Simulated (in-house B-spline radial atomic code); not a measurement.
**Cs⁸⁺: ionisation energy by several methods**

The task here is to estimate one member of a computed series from the others.

The numbers are computed with in-house B-spline radial atomic code version 1 (scalar-relativistic (X2C), several functionals, spin-polarised; spherical all-electron atom at the radial basis limit), except any that are marked as measured or tabulated.

### Starting point

* element: caesium (Z = 55)
* charge: +8
* electrons: 47
* configuration: [Kr] 4d10 5s1
* nucleus: Fermi, rms radius 4.804 fm

The outer shells:

[Kr] 4d10 5s1
```
[Kr] core
4d [↑↓][↑↓][↑↓][↑↓][↑↓]
5s [↑ ]
```

Where spins are not typed, each open shell is filled with up spins first.

The first run:

Settings of the run:

```ini
Z = 55
electrons = 47.0
configuration = [Kr] 4d10 5s1
hamiltonian = x2c
method = rpbe,pbe
spin_polarised = True
nucleus = fermi
rms_radius = 4.8041
mass_number = 133
atomic_mass = 132.905451958
speed_of_light = 137.035999084
```

Among the steps run: RPBE, a GGA; OLYP, a GGA; PW91, a GGA; PBE0, a global hybrid; CAM-B3LYP, a range-separated hybrid; ωB97X, a range-separated hybrid.

One of the session's tables, all rows but one given; the rest of the session is left out.

```
   method  ΔSCF (eV)
     RPBE     126.48
     OLYP     126.52
     PW91     126.89
     PBE0     126.18
CAM-B3LYP          ?
    ωB97X     125.08
```

**Question.** Estimate the row for CAM-B3LYP.

As computed: ΔSCF (eV): 126.78. In the column «ΔSCF (eV)» it lies between OLYP (126.52) and PW91 (126.89).
